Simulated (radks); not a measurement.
# Ionising samarium step by step, Sm⁴²⁺ to Sm⁶¹⁺

The task here is to estimate one member of a computed series from the others.

The numbers are computed with radks (a radial shooting solver on a logarithmic mesh, Libxc functionals) version 1 (Dirac Kohn-Sham, BLYP, spin-unpolarised, spherical densities, finite nucleus; open shells fill j = l - 1/2 first), except any that are marked as measured or tabulated.

**What is computed**

* element: samarium (Z = 62)
* charges: 42 to 61
* first configuration: [Ar] 3d2
* last configuration: 1s1

Set-up of the first run:

Settings of this run:

```text
Z 62
configuration [Ar] 3d2 4s0 4p0
relativity Dirac
functional b88,lyp
spin unpolarised
j_filling energy
nucleus finite rms 5.0819 fm
c 137.035999084
```

Among the steps run: Sm⁴²⁺, [Ar] 3d2.

One of the session's tables, all rows but one given; the rest of the session is left out.

It belongs to the step «Sm⁴²⁺, [Ar] 3d2». Sizes of the orbitals, from the radial functions (bohr):

| level | <r> | outermost maximum (interpolated) | 90 % within | nodes |
| --- | --- | --- | --- | --- |
| 3s1/2 | 0.2380 | 0.224 | 0.347 | 2 |
| 3p1/2 | ? | ? | ? | ? |
| 3p3/2 | 0.2361 | 0.221 | 0.350 | 1 |
| 3d3/2 | 0.2051 | 0.172 | 0.314 | 0 |
| 3d5/2 | 0.2083 | 0.175 | 0.318 | 0 |
| 4s1/2 | 0.4608 | 0.459 | 0.651 | 3 |
| 4p1/2 | 0.4538 | 0.452 | 0.648 | 2 |
| 4p3/2 | 0.4686 | 0.468 | 0.668 | 2 |

Estimate the missing values for 3p1/2.

**Answer.** <r>: 0.2259; outermost maximum (interpolated): 0.210; 90 % within: 0.336; nodes: 1. In the column «<r>» it lies between 3d5/2 (0.2083) and 3p3/2 (0.2361).

To keep in mind: Spin polarisation and multiplet splitting are left out, so open shells lie too high by an amount that depends on their filling.
